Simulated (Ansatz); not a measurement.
Predict the output of the script below (Ansatz 0.2.0, Python API).

`run_torsion.py`:
```python
"""Rigid torsion scan of CH4BClFN."""

import logging
import sys
import warnings

import ansatz
from ase import Atoms

logging.basicConfig(stream=sys.stdout, format="%(levelname)s:%(name)s:%(message)s")
logger = logging.getLogger("calc")
logger.setLevel(logging.INFO)

warnings.simplefilter("ignore", ansatz.DeckWarning)

atoms = Atoms(["C", "N", "B", "F", "Cl", "H", "H", "H", "H"], positions=[
    (-1.0185, -0.4635, -0.0453),
    (0.2042, -0.3841, 0.6576),
    (1.2532, 0.2704, -0.224),
    (2.5418, -0.4718, -0.5662),
    (1.1803, 2.0495, -0.6798),
    (-1.4277, 0.6238, -0.2945),
    (-0.947, -1.0097, -0.9896),
    (-1.7898, -0.8959, 0.5755),
    (0.0919, 0.2349, 1.5492),
])

# start the scan from a relaxed geometry
first = (
    ansatz.Crystal.molecule_from_ase(atoms).calculation()
    .basis(gaussian="cc-pVDZ")
    .functional("HF")
    .relax(force_tolerance=0.02, max_steps=80)
)
atoms.positions = first.run().report["positions_ang"]

start = atoms.get_dihedral(0, 1, 2, 3)
energies = {}
for turn in range(0, 360, 30):
    turned = atoms.copy()
    turned.set_dihedral(0, 1, 2, 3, start + turn, indices=[2, 3, 4])
    calculation = (
        ansatz.Crystal.molecule_from_ase(turned).calculation()
        .basis(gaussian="cc-pVDZ")
        .functional("HF")
    )
    energies[round((start + turn) % 360)] = calculation.run().report["free_energy_ev"]
floor = min(energies.values())
logger.info("dihedral C0-N1-B2-F3 (deg)   E - E(min) (kJ/mol)")
for angle, e in sorted(energies.items()):
    logger.info(f"{angle:8d} {96.485332 * (e - floor):14.3f}  " + "#" * int(30 * (e - floor) / max(max(energies.values()) - floor, 1e-9)))
```

```console
$ python run_torsion.py
INFO:calc:dihedral C0-N1-B2-F3 (deg)   E - E(min) (kJ/mol)
INFO:calc:      30         23.518  ######
INFO:calc:      60         75.902  #####################
INFO:calc:      90        105.211  ##############################
INFO:calc:     120         75.395  #####################
INFO:calc:     150         25.813  #######
INFO:calc:     180          4.996  #
INFO:calc:     210         25.888  #######
INFO:calc:     240         75.612  #####################
INFO:calc:     270        105.196  #############################
INFO:calc:     300         75.632  #####################
INFO:calc:     330         23.336  ######
INFO:calc:     360          0.000
```

The scan is rigid and the energies are electronic, in a modest basis. With rigid groups the curve can differ much from the relaxed path, the start wasn't checked as a minimum of this torsion, and equivalent turns needn't return to the same energy. Wall time of the script: 36 s on 1 thread of Intel(R) Xeon(R) 6975P-C (Granite Rapids), on a shared host, peak memory 0.26 GiB.

(Lines on the test bed's own set-up are left out of the output.)
